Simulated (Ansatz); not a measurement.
**CH9BSi2: how energies converge with the basis set**

One table from this session's results is given with a row withheld; the runs are named, their logs left out.

Program: Ansatz 0.2.0, Gaussian basis. Level of theory: one geometry, several basis sets. These are calculated values, not measurements.

The runs, in order: PBE0-D4/def2-SVP; ωB97M-V/def2-SVP; PBE0-D4/def2-QZVPP; ωB97M-V/def2-QZVPP; the functionals' def2-TZVPP values are taken from earlier runs.

### Structure used throughout

The geometry comes from an earlier relaxation with PBE0-D4 in a triple-zeta def2 set; it is a stationary point, not always the lowest conformer.

SMILES `BC[SiH2][SiH3]`, 13 atoms, charge 0, spin multiplicity 1.

Atoms are counted from 1 here; the program's logs count them from 0.

Bond lengths: B1–C2 1.530 Å, B1–H5 1.199 Å, B1–H6 1.198 Å, C2–Si3 1.908 Å, C2–H7 1.093 Å, C2–H8 1.093 Å, Si3–Si4 2.343 Å, Si3–H9 1.489 Å, Si3–H10 1.488 Å, Si4–H11 1.488 Å, Si4–H12 1.488 Å, Si4–H13 1.488 Å. Angles: C2–B1–H5 120.3°, C2–B1–H6 121.0°, H5–B1–H6 118.5°, B1–C2–Si3 104.1°, B1–C2–H7 115.1°, B1–C2–H8 116.1°, Si3–C2–H7 104.5°, Si3–C2–H8 104.5°, H7–C2–H8 110.9°, C2–Si3–Si4 112.7°, C2–Si3–H9 108.0°, C2–Si3–H10 109.7°, Si4–Si3–H9 109.2°, Si4–Si3–H10 109.1°, H9–Si3–H10 108.1°, Si3–Si4–H11 110.3°, Si3–Si4–H12 110.0°, Si3–Si4–H13 110.6° and more.

The first run:

Contents of in.yaml:

```yaml
crystal:
  periodic: [false, false, false]
  atoms:
    - {symbol: B, position_ang: [-1.568717, 0.479482, 0.879063]}
    - {symbol: C, position_ang: [-0.672210, -0.702585, 1.252972]}
    - {symbol: Si, position_ang: [0.998511, -0.297111, 0.425441]}
    - {symbol: Si, position_ang: [0.766252, 0.331341, -1.819216]}
    - {symbol: H, position_ang: [-2.205011, 0.457606, -0.136843]}
    - {symbol: H, position_ang: [-1.584665, 1.476666, 1.542858]}
    - {symbol: H, position_ang: [-0.965442, -1.662928, 0.820311]}
    - {symbol: H, position_ang: [-0.434079, -0.809563, 2.314433]}
    - {symbol: H, position_ang: [1.857499, -1.510654, 0.506964]}
    - {symbol: H, position_ang: [1.675717, 0.798622, 1.170269]}
    - {symbol: H, position_ang: [-0.005232, -0.699051, -2.565990]}
    - {symbol: H, position_ang: [2.107277, 0.472225, -2.448949]}
    - {symbol: H, position_ang: [0.050601, 1.631251, -1.926514]}
basis:
  gaussian: {orbitals: def2-SVP}
hamiltonian: {xc: pbe0, dispersion: d4}
output: {orbitals: {seedname: orbitals}}
```

The run is started by

```console
$ ansatz run in.yaml --threads 4 --pin off --events-out ev --progress --plain --max-ram 10444MiB
```

Steps of the session up to this table: PBE0-D4 in def2-SVP; ωB97M-V in def2-SVP; PBE0-D4 in def2-QZVPP; ωB97M-V in def2-QZVPP.

One of the session's tables, all rows but one given; the rest of the session is left out.

It belongs to the step «Functionals by basis». 

```
functional       basis  HOMO (eV)
   PBE0-D4    def2-SVP      -8.27
   PBE0-D4  def2-TZVPP      -8.23
   PBE0-D4  def2-QZVPP      -8.22
   ωB97M-V    def2-SVP          ?
   ωB97M-V  def2-TZVPP     -10.26
   ωB97M-V  def2-QZVPP     -10.26
```

**Question.** Estimate the row for ωB97M-V, def2-SVP.

As computed: HOMO (eV): -10.27. In the column «HOMO (eV)» it is the lowest.
